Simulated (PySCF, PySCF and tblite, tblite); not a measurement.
# C7H5FS: a path driven as rotation about a bond, and NMR exchange, part 2 of 2

PySCF and tblite. Atoms count from 0.

## Step 8: Barriers, rates and exchange

The job: settings as JSON, then the geometry in Å.

```
{"job": {"smiles": "Fc1ccc(C=S)cc1", "charge": 0, "mult": 1, "motion": "rotation", "what": "aryl carbonyl or vinyl", "atoms": [4, 5], "drives": [{"terms": [["t", [3, 4, 5, 6], 0.25], ["t", [3, 4, 5, 11], 0.25], ["t", [7, 4, 5, 6], 0.25], ["t", [7, 4, 5, 11], 0.25]], "by": 180, "n": 12}], "study": "path", "level": {"kind": "nmr", "xc": "PBE0", "basis": "pcSseg-1"}, "fields": [60, 80, 100], "first": 2, "seed": 918, "kind": "path"}, "charge": 0, "multiplicity": 1}
F     -3.191591    -0.418299     0.133072
C     -1.861471    -0.237277     0.079452
C     -1.341118     1.006197     0.403388
C      0.024251     1.188416     0.346854
C      0.871030     0.137429    -0.031041
C      2.291611     0.351169    -0.084464
S      3.400012    -0.763153    -0.505996
C      0.310118    -1.106063    -0.351438
C     -1.052505    -1.298715    -0.297735
H     -2.006020     1.805002     0.691585
H      0.448799     2.149805     0.595419
H      2.637041     1.346739     0.181886
H      0.967352    -1.911702    -0.641752
H     -1.498188    -2.250021    -0.541394
```

Log:

```text
stationary points (kcal/mol above the start)
  n  kind          group   xTB      DFT    lowest mode
  0  minimum      Cs       0.00     0.00      65.9
  1  saddle       Cs       7.46     9.86    -124.8
  2  minimum      Cs       0.00     0.00      65.9

GFN2-xTB energies: T/K, barrier G, reaction G (kcal/mol), k forward, k back (1/s)
 150.00     7.07     0.00        317        318
 200.00     7.14     0.00   1.33e+05   1.33e+05
 250.00     7.22     0.00   5.08e+06    5.1e+06
 298.15     7.31     0.00   5.42e+07   5.44e+07
 350.00     7.42     0.00   3.38e+08   3.39e+08
 400.00     7.54     0.00   1.27e+09   1.27e+09
 500.00     7.80     0.00   8.14e+09   8.16e+09

PBE0/pcSseg-1 + D3(BJ) energies: T/K, barrier G, reaction G (kcal/mol), k forward, k back (1/s)
 150.00     9.47     0.00     0.0997        0.1
 200.00     9.54     0.00        314        315
 250.00     9.62     0.00   4.03e+04   4.04e+04
 298.15     9.72     0.00   9.38e+05    9.4e+05
 350.00     9.83     0.00   1.07e+07   1.07e+07
 400.00     9.94     0.00   6.16e+07   6.17e+07
 500.00    10.20     0.00   7.25e+08   7.26e+08
```

It took 49 s on 1 thread of Arm Neoverse V2, shared host; peak memory 0.86 GiB. This counts the whole study up to here.

Barriers by level (kcal/mol; entropies in cal/(mol K)). Zero-point and thermal terms come from xTB in every row. ΔG‡ leaves symmetry out; the rate counts equivalent paths (a factor of 2); effective ΔG‡, where given, is the barrier that would give that rate by Eyring's equation alone:

```csv
level,ΔE‡,with zero-point,ΔH‡,ΔS‡,ΔG‡ (298 K),ΔE of reaction,k at 298 K (1/s),effective ΔG‡
GFN2-xTB,7.46,6.97,6.61,-2.4,7.31,0.00,5.4e+07,6.90
PBE0/pcSseg-1 + D3(BJ),9.86,9.37,9.01,-2.4,9.72,0.00,9.4e+05,9.31
```

Sites that the driver pairs across this motion, and where their lines would merge (no couplings; faster rotations or exchange between molecules can average them sooner):

```csv
nucleus,sites: shielding (ppm),proton frequency (MHz),spread (Hz),coalescence (K),lines at 298 K
$^{13}$C,C3: 44.1; C7: 50.0,60,90,196,1
$^{13}$C,C3: 44.1; C7: 50.0,80,120,199,1
$^{13}$C,C3: 44.1; C7: 50.0,100,150,200,1
$^{1}$H,H10: 23.99; H12: 22.71,60,77,195,1
$^{1}$H,H10: 23.99; H12: 22.71,80,103,197,1
$^{1}$H,H10: 23.99; H12: 22.71,100,128,199,1
$^{13}$C,C2: 65.6; C8: 64.2,60,22,186,1
$^{13}$C,C2: 65.6; C8: 64.2,80,29,188,1
$^{13}$C,C2: 65.6; C8: 64.2,100,36,189,1
```

## Step 9: Shieldings, start: B97-D/pcSseg-1

The job: settings as JSON, then the geometry in Å.

```
{"job": {"kind": "nmr", "xc": "B97-D", "basis": "pcSseg-1", "pop": false}, "charge": 0, "multiplicity": 1}
F     -3.191591    -0.418299     0.133072
C     -1.861471    -0.237277     0.079452
C     -1.341118     1.006197     0.403388
C      0.024251     1.188416     0.346854
C      0.871030     0.137429    -0.031041
C      2.291611     0.351169    -0.084464
S      3.400012    -0.763153    -0.505996
C      0.310118    -1.106063    -0.351438
C     -1.052505    -1.298715    -0.297735
H     -2.006020     1.805002     0.691585
H      0.448799     2.149805     0.595419
H      2.637041     1.346739     0.181886
H      0.967352    -1.911702    -0.641752
H     -1.498188    -2.250021    -0.541394
```

Log:

```text
coarse grid: 13416 points
cycle   1  E = -767.3281158280  dE =  1.316e+00  |g| = 6.143e-01  |ddm| = 4.042e+00
cycle   2  E = -767.1911524440  dE =  1.370e-01  |g| = 1.014e+00  |ddm| = 1.709e+00
cycle   3  E = -767.3887873087  dE = -1.976e-01  |g| = 2.628e-01  |ddm| = 1.202e+00
cycle   4  E = -767.4082825221  dE = -1.950e-02  |g| = 9.048e-02  |ddm| = 4.473e-01
cycle   5  E = -767.4106702799  dE = -2.388e-03  |g| = 4.289e-02  |ddm| = 1.806e-01
cycle   6  E = -767.4111029945  dE = -4.327e-04  |g| = 1.591e-02  |ddm| = 5.837e-02
cycle   7  E = -767.4111747770  dE = -7.178e-05  |g| = 4.397e-03  |ddm| = 2.297e-02
cycle   8  E = -767.4111795503  dE = -4.773e-06  |g| = 1.694e-03  |ddm| = 6.975e-03
final grid: 128672 points
cycle   9  E = -767.4618821799  dE = -6.485e-05  |g| = 2.271e-02  |ddm| = 8.421e-02
cycle  10  E = -767.4613656818  dE =  5.165e-04  |g| = 5.127e-02  |ddm| = 7.487e-02
cycle  11  E = -767.4619341321  dE = -5.685e-04  |g| = 1.083e-02  |ddm| = 6.941e-02
cycle  12  E = -767.4619720085  dE = -3.788e-05  |g| = 1.577e-03  |ddm| = 1.521e-02
cycle  13  E = -767.4619723849  dE = -3.764e-07  |g| = 3.899e-04  |ddm| = 2.075e-03
cycle  14  E = -767.4619724294  dE = -4.450e-08  |g| = 1.406e-04  |ddm| = 6.321e-04
cycle  15  E = -767.4619724349  dE = -5.457e-09  |g| = 5.735e-05  |ddm| = 2.123e-04
cycle  16  E = -767.4619724357  dE = -8.663e-10  |g| = 1.042e-05  |ddm| = 6.429e-05
converged SCF energy = -767.4619724357

GIAO shielding tensors (ppm)
atom      isotropic    diamagn.    paramagn.     s11        s22        s33       span
  0 F      254.427     477.519    -223.092    176.065    238.883    348.334    172.269
  1 C        8.948     254.031    -245.083    -73.111     25.965     73.991    147.102
  2 C       65.784     255.718    -189.934    -14.782     52.157    159.976    174.757
  3 C       45.779     253.069    -207.290    -32.608     15.088    154.857    187.465
  4 C       46.249     258.219    -211.970    -30.186      2.566    166.367    196.553
  5 C      -45.954     248.718    -294.672   -187.840    -72.198    122.174    310.014
  6 S     -497.214    1056.701   -1553.915  -2005.109   -263.367    776.834   2781.943
  7 C       52.190     251.595    -199.405    -55.511     37.287    174.793    230.304
  8 C       64.667     255.705    -191.037    -16.205     50.057    160.150    176.355
  9 H       24.644      30.007      -5.364     21.573     24.772     27.585      6.012
 10 H       24.436      32.859      -8.422     21.594     24.409     27.307      5.713
 11 H       20.491      29.438      -8.947     16.740     18.875     25.860      9.120
 12 H       23.190      31.840      -8.650     17.784     24.316     27.469      9.684
 13 H       24.651      29.966      -5.315     21.270     24.868     27.816      6.546
```

It took 28 s on 1 thread of Arm Neoverse V2, shared host; peak memory 0.72 GiB.

In short: HOMO -5.22 eV, LUMO -3.43 eV; dipole 2.33 D.

## Step 10: Single-point energy, saddle of leg 1: B97-D/pcSseg-1

The job: settings as JSON, then the geometry in Å.

```
{"job": {"kind": "sp", "xc": "B97-D", "basis": "pcSseg-1", "pop": false}, "charge": 0, "multiplicity": 1}
F     -3.206679    -0.372119     0.066338
C     -1.868327    -0.218491     0.050469
C     -1.335169     1.047289     0.213283
C      0.038706     1.198910     0.198428
C      0.868097     0.094728     0.024269
C      2.326013     0.263390    -0.002168
S      3.172342     0.551047    -1.347194
C      0.306343    -1.167844    -0.142450
C     -1.066241    -1.330868    -0.129068
H     -1.989625     1.893996     0.345818
H      0.474262     2.179369     0.317306
H      2.845909     0.185927     0.951005
H      0.949418    -2.022517    -0.287804
H     -1.515046    -2.302817    -0.258232
```

Log:

```text
coarse grid: 13416 points
cycle   1  E = -767.3146503127  dE =  1.320e+00  |g| = 6.167e-01  |ddm| = 3.984e+00
cycle   2  E = -767.2129355357  dE =  1.017e-01  |g| = 9.686e-01  |ddm| = 1.520e+00
cycle   3  E = -767.3836661728  dE = -1.707e-01  |g| = 2.053e-01  |ddm| = 9.719e-01
cycle   4  E = -767.3929634305  dE = -9.297e-03  |g| = 9.431e-02  |ddm| = 2.887e-01
cycle   5  E = -767.3952803958  dE = -2.317e-03  |g| = 3.862e-02  |ddm| = 1.306e-01
cycle   6  E = -767.3956503773  dE = -3.700e-04  |g| = 1.116e-02  |ddm| = 4.584e-02
cycle   7  E = -767.3956836625  dE = -3.329e-05  |g| = 3.327e-03  |ddm| = 1.517e-02
cycle   8  E = -767.3956862688  dE = -2.606e-06  |g| = 1.198e-03  |ddm| = 4.850e-03
final grid: 128672 points
cycle   9  E = -767.4461241365  dE = -7.429e-05  |g| = 2.252e-02  |ddm| = 6.717e-02
cycle  10  E = -767.4456773638  dE =  4.468e-04  |g| = 4.981e-02  |ddm| = 6.470e-02
cycle  11  E = -767.4461640352  dE = -4.867e-04  |g| = 1.213e-02  |ddm| = 5.657e-02
cycle  12  E = -767.4462079821  dE = -4.395e-05  |g| = 1.534e-03  |ddm| = 1.296e-02
cycle  13  E = -767.4462083316  dE = -3.495e-07  |g| = 4.836e-04  |ddm| = 1.846e-03
cycle  14  E = -767.4462083956  dE = -6.402e-08  |g| = 1.095e-04  |ddm| = 5.710e-04
cycle  15  E = -767.4462083987  dE = -3.029e-09  |g| = 4.280e-05  |ddm| = 1.492e-04
cycle  16  E = -767.4462083991  dE = -4.138e-10  |g| = 1.321e-05  |ddm| = 4.847e-05
converged SCF energy = -767.4462083991
```

Wall time 21 s (1 thread of Arm Neoverse V2, shared host); peak memory 0.49 GiB.

Key values: HOMO -5.42 eV, LUMO -3.40 eV; dipole 1.39 D.

## Step 11: Second level: B97-D/pcSseg-1 + D3(BJ)

The job: settings as JSON, then the geometry in Å.

```
{"job": {"smiles": "Fc1ccc(C=S)cc1", "charge": 0, "mult": 1, "motion": "rotation", "what": "aryl carbonyl or vinyl", "atoms": [4, 5], "drives": [{"terms": [["t", [3, 4, 5, 6], 0.25], ["t", [3, 4, 5, 11], 0.25], ["t", [7, 4, 5, 6], 0.25], ["t", [7, 4, 5, 11], 0.25]], "by": 180, "n": 12}], "study": "path", "level": {"kind": "nmr", "xc": "B97-D", "basis": "pcSseg-1", "wide": true}, "fields": [60, 80, 100], "first": 2, "seed": 918, "kind": "pathvar"}, "charge": 0, "multiplicity": 1}
F     -3.191591    -0.418299     0.133072
C     -1.861471    -0.237277     0.079452
C     -1.341118     1.006197     0.403388
C      0.024251     1.188416     0.346854
C      0.871030     0.137429    -0.031041
C      2.291611     0.351169    -0.084464
S      3.400012    -0.763153    -0.505996
C      0.310118    -1.106063    -0.351438
C     -1.052505    -1.298715    -0.297735
H     -2.006020     1.805002     0.691585
H      0.448799     2.149805     0.595419
H      2.637041     1.346739     0.181886
H      0.967352    -1.911702    -0.641752
H     -1.498188    -2.250021    -0.541394
```

Log:

```text
stationary points (kcal/mol above the start)
  n  kind          group   xTB      DFT    lowest mode
  0  minimum      Cs       0.00     0.00      65.9
  1  saddle       Cs       7.46    10.27    -124.8
  2  minimum      Cs       0.00     0.00      65.9

GFN2-xTB energies: T/K, barrier G, reaction G (kcal/mol), k forward, k back (1/s)
 150.00     7.07     0.00        317        318
 200.00     7.14     0.00   1.33e+05   1.33e+05
 250.00     7.22     0.00   5.08e+06    5.1e+06
 298.15     7.31     0.00   5.42e+07   5.44e+07
 350.00     7.42     0.00   3.38e+08   3.39e+08
 400.00     7.54     0.00   1.27e+09   1.27e+09
 500.00     7.80     0.00   8.14e+09   8.16e+09

PBE0/pcSseg-1 + D3(BJ) energies: T/K, barrier G, reaction G (kcal/mol), k forward, k back (1/s)
 150.00     9.47     0.00     0.0997        0.1
 200.00     9.54     0.00        314        315
 250.00     9.62     0.00   4.03e+04   4.04e+04
 298.15     9.72     0.00   9.38e+05    9.4e+05
 350.00     9.83     0.00   1.07e+07   1.07e+07
 400.00     9.94     0.00   6.16e+07   6.17e+07
 500.00    10.20     0.00   7.25e+08   7.26e+08

B97-D/pcSseg-1 + D3(BJ) energies: T/K, barrier G, reaction G (kcal/mol), k forward, k back (1/s)
 150.00     9.88     0.00     0.0256     0.0257
 200.00     9.95     0.00        113        113
 250.00    10.03     0.00   1.78e+04   1.78e+04
 298.15    10.12     0.00   4.73e+05   4.74e+05
 350.00    10.23     0.00   5.95e+06   5.96e+06
 400.00    10.35     0.00    3.7e+07    3.7e+07
 500.00    10.61     0.00   4.82e+08   4.83e+08
```

It took 99 s on 1 thread of Arm Neoverse V2, shared host; peak memory 0.86 GiB. This counts the runs that the step sums up.

Barriers by level (kcal/mol; entropies in cal/(mol K)). Zero-point and thermal terms come from xTB in every row. ΔG‡ leaves symmetry out; the rate counts equivalent paths (a factor of 2); effective ΔG‡, where given, is the barrier that would give that rate by Eyring's equation alone:

```csv
level,ΔE‡,with zero-point,ΔH‡,ΔS‡,ΔG‡ (298 K),ΔE of reaction,k at 298 K (1/s),effective ΔG‡
GFN2-xTB,7.46,6.97,6.61,-2.4,7.31,0.00,5.4e+07,6.90
PBE0/pcSseg-1 + D3(BJ),9.86,9.37,9.01,-2.4,9.72,0.00,9.4e+05,9.31
B97-D/pcSseg-1 + D3(BJ),10.27,9.78,9.42,-2.4,10.12,0.00,4.7e+05,9.71
```

## Step 12: Results

This closing draws on all 2 parts.

| quantity | value |
| --- | --- |
| barrier (PBE0/pcSseg-1 + D3(BJ)) | ΔE‡ 9.9, ΔG‡(298 K) 9.7 kcal/mol |
| barrier (GFN2-xTB) | ΔE‡ 7.5 kcal/mol |
| rate at 298 K | 9.4e+05 s⁻¹ |
| end of the path | the start, renumbered or mirrored |
| coalescence of $^{13}$C C3 | 200 K at 100 MHz |

DFT puts the top 9.9 kcal/mol above the start (xTB: 7.5); the rate from the DFT barrier is 9.4e+05 s⁻¹ at 298 K. An error of 1.4 kcal/mol changes that rate tenfold. The $^{13}$C lines of C3 and its partners, 150 Hz apart at 100 MHz, merge at 200 K, so by this path alone the exchange at 298 K is fast for them; other paths were not followed. B97-D/pcSseg-1 + D3(BJ) moves the barrier from 9.9 to 10.3 kcal/mol.
